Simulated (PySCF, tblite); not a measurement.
**C₆H₆F₂: geometry, infrared bands and NMR shifts**

What infrared bands and NMR shifts should C₆H₆F₂ (`C#C[C@]1(F)C[C@@H](F)C1`) show?

Computed with tblite 0.8.0 and PySCF 2.14.0, with density-fitted response routines of our own, on a single molecule in the gas phase. Atoms count from 0, in the outputs and in this text.

### Step 1. Starting geometry

14 atoms, charge 0, multiplicity 1; geometry from: force field or distance geometry start.

Bonds of the start (Å): C0–C1 1.22, C1–C2 1.44, C2–F3 1.35, C2–C4 1.55, C4–C5 1.55, C5–F6 1.35, C5–C7 1.55, C7–C2 1.56, C0–H8 1.06, C4–H9 1.09, C4–H10 1.10, C5–H11 1.10, C7–H12 1.08, C7–H13 1.09.

### Step 2. Relaxing the molecule with GFN2-xTB

Job settings and geometry (Å):

```
{"job": {"kind": "relax", "xc": "GFN2-xTB", "basis": "xTB"}, "charge": 0, "multiplicity": 1}
C      2.555700    -0.263700     1.038000
C      1.354900    -0.110200     0.920600
C     -0.067600     0.058700     0.806500
F     -0.605400     0.218900     2.031900
C     -0.790400    -0.985200    -0.082700
C     -0.677300     0.003000    -1.270500
F     -1.751700     0.093300    -2.078500
C     -0.510200     1.135600    -0.224300
H      3.604900    -0.393000     1.146100
H     -0.283400    -1.942200    -0.227100
H     -1.826400    -1.185900     0.212200
H      0.241500    -0.156100    -1.848700
H      0.211700     1.903500    -0.473000
H     -1.456900     1.622900     0.027400
```

Launch:

```
> OMP_NUM_THREADS=1 python probes_run.py task.json out
```

This one command runs all jobs of the session in turn.

**Question.** This job is followed by: GFN2-xTB harmonic vibrations, gas phase; GIAO PBE0/pcSseg-1 NMR shielding, non-relativistic, gas phase. Predict these results of the whole session: strongest single infrared mode (GFN2-xTB); zero-point energy (GFN2-xTB); 13C shifts against TMS (PBE0/pcSseg-1, means over atoms taken as alike); 1H shifts against TMS (PBE0/pcSseg-1, means over atoms taken as alike); 19F shifts against CFCl3 (PBE0/pcSseg-1); surface potential, 1st and 99th percentile.

**Answer**, as computed:

| quantity | value |
| --- | --- |
| strongest single infrared mode (GFN2-xTB) | 1036 cm⁻¹, 90 km/mol |
| zero-point energy (GFN2-xTB) | 63.6 kcal/mol |
| 13C shifts against TMS (PBE0/pcSseg-1, means over atoms taken as alike) | 88.3, 83.9, 81.0, 79.6, 49.5 ppm |
| 1H shifts against TMS (PBE0/pcSseg-1, means over atoms taken as alike) | 4.91, 3.06, 3.00, 2.24 ppm |
| 19F shifts against CFCl3 (PBE0/pcSseg-1) | -154.7, -193.8 ppm |
| surface potential, 1st and 99th percentile | -1.01 V and 1.63 V |

In words: Over 49 steps the energy fell by 0.137 eV; of the close pairs, C2–F3 changed most, 1.348 to 1.383 Å. All 36 modes are real, so the xTB geometry is a minimum. The strongest single mode, at 1036 cm⁻¹, is spread over many atoms; the largest shares are those of C2, C5. Unscaled tight-binding wavenumbers are off by several per cent, some by more. Its intensities can rank the bands wrongly. The most deshielded hydrogen is H11 (hydrogen on an sp3 CH bonded to F), at 4.91 ppm: its carbon carries F, which withdraws density. At PBE0/pcSseg-1: Shielding is most anisotropic at C1 (span 310 ppm, paramagnetic term -163 ppm).
